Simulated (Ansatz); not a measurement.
# C₃H₅AlF₂: how energies converge with the basis set

Aim: see how fast density functionals converge with the basis set for C₃H₅AlF₂.

Computed with Ansatz 0.2.0, Gaussian basis. Level: one geometry, several basis sets.

Levels to be run: PBE0-D4/def2-SVP; ωB97M-V/def2-SVP; PBE0-D4/def2-QZVPP; ωB97M-V/def2-QZVPP; the functionals' def2-TZVPP values are taken from earlier runs.

### 1 The geometry

The geometry comes from an earlier relaxation with PBE0-D4 in a triple-zeta def2 set; it is a stationary point, not always the lowest conformer.

SMILES `C=C[CH2][Al]([F])[F]`, 11 atoms, charge 0, spin multiplicity 1.

Atoms are counted from 1 here; the program's logs count them from 0.

Bond lengths: C1–C2 1.343 Å, C1–H7 1.082 Å, C1–H8 1.087 Å, C2–C3 1.492 Å, C2–H9 1.088 Å, C3–Al4 1.937 Å, C3–H10 1.085 Å, C3–H11 1.091 Å, Al4–F5 1.645 Å, Al4–F6 1.646 Å. Angles: C2–C1–H7 121.1°, C2–C1–H8 121.8°, H7–C1–H8 117.0°, C1–C2–C3 125.0°, C1–C2–H9 117.8°, C3–C2–H9 116.5°, C2–C3–Al4 84.0°, C2–C3–H10 113.8°, C2–C3–H11 113.3°, Al4–C3–H10 120.7°, Al4–C3–H11 110.8°, H10–C3–H11 111.6°, C3–Al4–F5 122.1°, C3–Al4–F6 120.2°, F5–Al4–F6 117.7°.

### 2 PBE0-D4 in def2-SVP

in.yaml

```yaml
crystal:
  periodic: [false, false, false]
  atoms:
    - {symbol: C, position_ang: [-0.969246, -0.348222, -1.085202]}
    - {symbol: C, position_ang: [-0.205869, -0.909690, -0.132970]}
    - {symbol: C, position_ang: [0.048708, -0.323610, 1.214936]}
    - {symbol: Al, position_ang: [0.954866, 1.067167, 0.216496]}
    - {symbol: F, position_ang: [2.486820, 0.878492, -0.351771]}
    - {symbol: F, position_ang: [0.216973, 2.515864, -0.041310]}
    - {symbol: H, position_ang: [-1.020866, -0.770115, -2.080428]}
    - {symbol: H, position_ang: [-1.593673, 0.518681, -0.882668]}
    - {symbol: H, position_ang: [0.396386, -1.773090, -0.409499]}
    - {symbol: H, position_ang: [0.601829, -0.978784, 1.879834]}
    - {symbol: H, position_ang: [-0.850428, 0.066208, 1.693283]}
basis:
  gaussian: {orbitals: def2-SVP}
hamiltonian: {xc: pbe0, dispersion: d4}
output: {orbitals: {seedname: orbitals}}
```

Launch:

```console
$ ansatz run in.yaml --threads 4 --pin off --events-out ev --progress --plain --max-ram 10444MiB
```

The runs that follow: ωB97M-V in def2-SVP; PBE0-D4 in def2-QZVPP; ωB97M-V in def2-QZVPP.

Q: Predict the results of all the runs planned. Wanted: PBE0-D4: double and triple zeta above quadruple; ωB97M-V: double and triple zeta above quadruple.

The runs gave:

```
                                       quantity           value
PBE0-D4: double and triple zeta above quadruple  13.48, 0.72 eV
ωB97M-V: double and triple zeta above quadruple  13.73, 0.67 eV
```

**Reading.** For PBE0-D4 the step from double to triple zeta gains 12.76 eV and the next only 0.72 eV. Total energies overstate the basis error of differences, where much of it tends to cancel.
